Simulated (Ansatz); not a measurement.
# C2H4OSSi: up Jacob's ladder to CCSD(T)

An exercise on one series of results from a longer session: the logs are not shown, and one member is left open.

The runs use Ansatz 0.2.0, Gaussian basis; functionals in def2-TZVPP, the program's frozen cores in correlated methods.

Levels to be run: PBE-D4, r2SCAN-D4, PBE0-D4, B3LYP-D4, ωB97X-V, ωB97M-V, B2PLYP; CCSD(T)/def2-TZVPP; MP2/def2-QZVPP; extrapolation to the limit.

### The relaxed structure

An earlier PBE0-D4 in a triple-zeta def2 set relaxation fixed the geometry.

SMILES `OC1=C[SiH]1S`, 9 atoms, charge 0, spin multiplicity 1.

Atoms are counted from 1 here; the program's logs count them from 0.

Bond lengths: O1–C2 1.331 Å, O1–H6 0.967 Å, C2–C3 1.346 Å, C2–Si4 1.794 Å, C3–Si4 1.798 Å, C3–H7 1.084 Å, Si4–S5 2.127 Å, Si4–H8 1.481 Å, S5–H9 1.344 Å. Angles: C2–O1–H6 109.4°, O1–C2–C3 137.8°, O1–C2–Si4 154.0°, C3–C2–Si4 68.1°, C2–C3–Si4 67.9°, C2–C3–H7 136.4°, Si4–C3–H7 155.7°, C2–Si4–C3 44.0°, C2–Si4–S5 125.5°, C2–Si4–H8 123.7°, C3–Si4–S5 125.2°, C3–Si4–H8 124.4°, S5–Si4–H8 104.2°, Si4–S5–H9 94.1°.

Set-up of the first run:

The input, in.yaml:

```yaml
crystal:
  periodic: [false, false, false]
  atoms:
    - {symbol: O, position_ang: [-0.809239, 0.290994, 1.984934]}
    - {symbol: C, position_ang: [-0.120303, 0.015285, 0.880355]}
    - {symbol: C, position_ang: [0.985416, 0.462795, 0.256700]}
    - {symbol: Si, position_ang: [0.181663, -0.860576, -0.656470]}
    - {symbol: S, position_ang: [-0.923271, -0.612336, -2.457012]}
    - {symbol: H, position_ang: [-0.385464, 1.022409, 2.453774]}
    - {symbol: H, position_ang: [1.734075, 1.226008, 0.436468]}
    - {symbol: H, position_ang: [0.681524, -2.252935, -0.724787]}
    - {symbol: H, position_ang: [-1.255902, 0.662156, -2.191162]}
basis:
  gaussian: {orbitals: def2-TZVPP}
hamiltonian: {xc: pbe, dispersion: d4}
output: {forces: true, orbitals: {seedname: orbitals}}
```

Run with:

```
$ ansatz run in.yaml --threads 4 --pin off --events-out ev --progress --plain --max-ram 10444MiB
```

Steps of the session up to this table: PBE-D4 (GGA); r2SCAN-D4 (meta-GGA); PBE0-D4 (hybrid); B3LYP-D4 (hybrid); ωB97X-V (range-separated); ωB97M-V (range-separated); B2PLYP (double hybrid); CCSD(T) in def2-TZVPP; MP2 in def2-QZVPP.

One table of the session follows, with a row left open; its other results are not shown here.

```
            method  atomisation energy (kcal/mol)
            PBE-D4                          832.9
         r2SCAN-D4                              ?
           PBE0-D4                          812.3
          B3LYP-D4                          802.4
           ωB97X-V                          810.1
           ωB97M-V                          811.0
            B2PLYP                          794.4
     HF/def2-TZVPP                          555.3
    MP2/def2-TZVPP                          801.7
   CCSD/def2-TZVPP                          762.3
CCSD(T)/def2-TZVPP                          779.6
           MP2/CBS                          827.5
       CCSD(T)/CBS                          805.3
```

Q: Estimate the row for r2SCAN-D4 from the others.

As computed: atomisation energy (kcal/mol): 812.9. In the column «atomisation energy (kcal/mol)» it lies between PBE0-D4 (812.3) and MP2/CBS (827.5).
